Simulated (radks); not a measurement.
# Ru⁴⁺ in [Kr] 4d4: an all-electron calculation

An exercise on one series of results from a longer session: the logs are not shown, and one member is left open.

The numbers are computed with radks (a radial shooting solver on a logarithmic mesh, Libxc functionals) version 1 (Dirac Kohn-Sham, PBE, spin-unpolarised, spherical densities, finite nucleus; open shells fill j = l - 1/2 first), except any that are marked as measured or tabulated.

## Starting point

```
element            : ruthenium (Z = 44)
charge             : +4
electrons          : 40
configuration      : [Kr] 4d4
nuclear rms radius : 4.4809 fm
```

The first run:

Settings of this run:

```text
Z 44
configuration [Kr] 4d4 5s0 5p0
relativity Dirac
functional pbe,pbe
spin unpolarised
j_filling energy
nucleus finite rms 4.4809 fm
c 137.035999084
```

Launch:

```
python run_ks.py task.json out
```

All runs below come from this command, one after another.

One of the session's tables, all rows but one given; the rest of the session is left out.

It belongs to the step «Orbitals and density». Radial moments (bohr):

```
level      <r>  outermost maximum (interpolated)  90 % within  nodes
1s1/2  0.03344                            0.0217       0.0599      0
2s1/2   0.1453                             0.123        0.225      1
2p1/2        ?                                 ?            ?      ?
2p3/2   0.1284                            0.0995        0.209      0
3s1/2   0.4023                             0.362        0.594      2
3p1/2   0.3955                             0.349        0.597      1
3p3/2   0.4061                             0.358        0.613      1
3d3/2   0.3818                             0.299        0.608      0
3d5/2   0.3853                             0.302        0.613      0
4s1/2    1.004                             0.910         1.45      3
4p1/2    1.077                             0.958         1.58      2
4p3/2    1.104                             0.981         1.62      2
4d3/2    1.365                              1.14         2.09      1
4d5/2    1.375                              1.15         2.10      1
5s1/2    2.370                              2.20         3.36      4
5p1/2    2.653                              2.46         3.78      3
5p3/2    2.701                              2.51         3.84      3
```

Q: Estimate the row for 2p1/2 from the others.

The run gave: <r>: 0.1236; outermost maximum (interpolated): 0.0955; 90 % within: 0.202; nodes: 0. In the column «<r>» it lies between 1s1/2 (0.03344) and 2p3/2 (0.1284).

Caveats from the session: Spin polarisation and multiplet splitting are left out.
